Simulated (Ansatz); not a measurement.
A nudged elastic band was laid between two geometries of a periodic cell of 33 atoms, Al₃₂Cu (host Al, host structure fcc, interstitial Cu).

The calculation used DFT PBEsol, scalar-relativistic, plane waves, PAW in Ansatz 0.2.0. Settings: PAW set soft_1, cutoff 420 eV, k mesh 2x2x2, fermi-dirac smearing 0.05 eV, no spin polarisation.

| Property | Result |
| --- | --- |
| movable images | 5 |
| climbing image | yes |
| spring | 5.0 eV/Å² |
| optimiser | quadratic models (default) |
| start path | IDPP |
| force threshold | 0.03 eV/Å |
| iteration limit | 38 |
| end points | relaxed |

Initial state:

```xyz
33
Lattice="8.1000 0.0000 0.0000 0.0000 8.1000 0.0000 0.0000 0.0000 8.1000" Properties=species:S:1:pos:R:3
Al 4.052 0.077 0.001
Al 5.999 2.030 0.001
Al 6.050 0.029 2.053
Al -0.001 0.329 -0.001
Al 2.102 2.030 0.001
Al 4.052 3.974 0.001
Al 5.765 6.073 -0.001
Al 2.050 0.026 2.051
Al 4.050 2.025 2.047
Al 6.045 4.022 2.057
Al 4.050 0.022 4.050
Al 6.054 2.025 4.050
Al 6.047 0.031 6.047
Al -0.001 3.747 -0.001
Al 2.347 6.073 -0.001
Al 0.001 2.030 2.102
Al 2.055 4.024 2.055
Al 4.052 6.076 2.102
Al 0.001 0.077 4.053
Al 2.047 2.025 4.050
Al 4.050 4.030 4.050
Al 5.999 6.077 4.053
Al 2.053 0.029 6.049
Al 4.050 2.025 6.055
Al 6.043 4.019 6.043
Al -0.001 6.073 2.349
Al 0.001 3.974 4.053
Al 2.102 6.076 4.053
Al 0.001 2.030 5.999
Al 2.057 4.021 6.045
Al 4.052 6.077 5.999
Al -0.001 6.073 5.767
Cu 0.007 6.091 0.010
```

Final state:

```xyz
33
Lattice="8.1000 0.0000 0.0000 0.0000 8.1000 0.0000 0.0000 0.0000 8.1000" Properties=species:S:1:pos:R:3
Al 3.738 -0.002 0.001
Al 6.078 2.338 0.001
Al 6.078 -0.002 2.342
Al 0.321 -0.003 0.001
Al 2.029 2.103 0.001
Al 3.973 4.047 0.001
Al 6.078 5.756 0.001
Al 2.029 -0.003 2.106
Al 4.022 2.055 2.058
Al 6.079 4.047 2.106
Al 3.974 -0.003 4.051
Al 6.079 2.102 4.051
Al 6.078 -0.002 5.760
Al 0.083 4.047 0.001
Al 2.029 5.992 0.001
Al 0.035 2.054 2.058
Al 2.028 4.048 2.052
Al 4.022 6.040 2.058
Al 0.083 -0.003 4.051
Al 2.028 2.049 4.051
Al 4.027 4.048 4.051
Al 6.079 5.993 4.051
Al 2.029 -0.003 5.996
Al 4.021 2.055 6.044
Al 6.079 4.047 5.996
Al 0.035 6.041 2.057
Al 0.030 4.048 4.051
Al 2.028 6.046 4.051
Al 0.035 2.054 6.044
Al 2.028 4.048 6.050
Al 4.022 6.040 6.044
Al 0.035 6.041 6.045
Cu -2.020 8.097 0.001
```

Which bonds break or form, and what moves?

Contacts lost: Al1–Al2, Al1–Al7, Al2–Al4, Al14–Cu33, Al15–Cu33, Al26–Cu33, Al32–Cu33. Contacts made: Al1–Cu33, Al2–Cu33, Al3–Cu33, Al4–Al15, Al7–Al14, Al13–Cu33, Al14–Al15. The atom that moves furthest is Cu33, by 2.85 Å; four of its nearest neighbours are Al4 2.34, Al26 2.34, Al15 2.34, Al7 2.34 Å at the first end and Al4 2.34, Al3 2.34, Al7 2.34, Al13 2.34 Å at the last.

What energy profile does the band end with?

It converged. The highest image is number 3 of 0 to 6, 0.96 eV above the ends, which have the same energy within 2 meV. By the program's own check the climbing image is a first-order saddle point (lowest curvatures found: -1.03 and 0.50 eV/Å²). Limits of this set-up: coarse k mesh, PAW files made for another functional, a small cell, in which the defect meets its images.

| image | path coordinate (Å) | energy (eV) | Al1–Al2 (Å) | Al1–Al7 (Å) | Al2–Al4 (Å) |
| --- | --- | --- | --- | --- | --- |
| 0 | 0.00 | 0.00 | 2.76 | 2.71 | 2.70 |
| 1 | 0.81 | 0.25 | 2.86 | 2.80 | 2.66 |
| 2 | 1.61 | 0.70 | 2.96 | 3.03 | 2.66 |
| 3 | 2.42 | 0.96 | 2.96 | 3.24 | 2.75 |
| 4 | 3.23 | 0.69 | 2.95 | 3.42 | 2.88 |
| 5 | 4.04 | 0.24 | 3.04 | 3.42 | 3.06 |
| 6 | 4.84 | 0.00 | 3.31 | 3.31 | 3.31 |

What is the geometry of the highest image?


```xyz
33
Lattice="8.1000 0.0000 0.0000 0.0000 8.1000 0.0000 0.0000 0.0000 8.1000" Properties=species:S:1:pos:R:3
Al 4.239 -0.187 0.001
Al 5.856 2.294 0.001
Al 6.128 0.026 2.040
Al 0.144 0.929 0.000
Al 2.441 1.917 0.002
Al 3.640 4.157 0.002
Al 5.935 5.149 0.000
Al 2.056 0.039 2.066
Al 4.088 1.990 2.100
Al 6.048 3.951 2.310
Al 4.024 -0.027 4.051
Al 6.033 1.895 4.051
Al 6.129 0.026 6.064
Al 0.222 3.781 0.001
Al 1.841 6.260 0.001
Al 0.031 2.123 2.312
Al 1.992 4.085 2.100
Al 4.023 6.035 2.066
Al 0.053 -0.058 4.052
Al 2.104 2.047 4.051
Al 3.976 4.028 4.051
Al 6.026 6.132 4.052
Al 2.057 0.039 6.036
Al 4.088 1.990 6.002
Al 6.048 3.950 5.791
Al -0.049 6.048 2.039
Al 0.046 4.180 4.051
Al 2.056 6.101 4.051
Al 0.031 2.124 5.789
Al 1.992 4.085 6.003
Al 4.023 6.036 6.036
Al -0.050 6.047 6.064
Cu -1.009 7.088 0.003
```

The band took 16 iterations and about 40 core-minutes.

The run took 22 min on 2 threads of Arm Neoverse V2 (shared host), peak memory 2.2 GiB.
